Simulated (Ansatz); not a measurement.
## NbSi in Ansatz: the effect of target pressure

NbSi:

```
Nb Si
1.0
     0.00000    2.57383    2.57383
     2.57383    0.00000    2.57383
     2.57383    2.57383    0.00000
Nb Si
1 1
Direct
  0.00000 0.00000 0.00000
  0.50000 0.50000 0.50000
```

The cell was built by a generator and needn't be a form met in nature.

Alike in all runs:

- Program: Ansatz 0.2.0
- Task: relaxation of cell and atoms
- Functional: PBEsol
- Potentials or basis: Ansatz PAW
- Cutoff: 420 eV (not typed: the program's choice for these potentials)
- k mesh: 9 × 9 × 9
- Occupations: fermi-dirac, width 0.05 eV
- Spin: no spin polarisation

Each run relaxes the cell or the atoms first.

One run gave: relaxed volume 15.66 Å³/atom. Which target pressure did it use?
A. 10 GPa
B. 2 GPa
C. 0 GPa
D. 20 GPa
E. 30 GPa

A.

```csv
target pressure,relaxed volume (Å³/atom)
0 GPa,16.57
2 GPa,16.37
5 GPa,16.09
10 GPa,15.66
20 GPa,14.95
30 GPa,14.36
```

Caveats: the plane-wave basis is chosen anew once the cell has moved, so the energies of steps on either side of that aren't comparable; the PAW data sets come from PBE, with cores solved anew for the run's functional, which leaves a small shift of forces and pressure; the volume moved by over 15 % at a fixed basis, so the end points are rough (some runs).
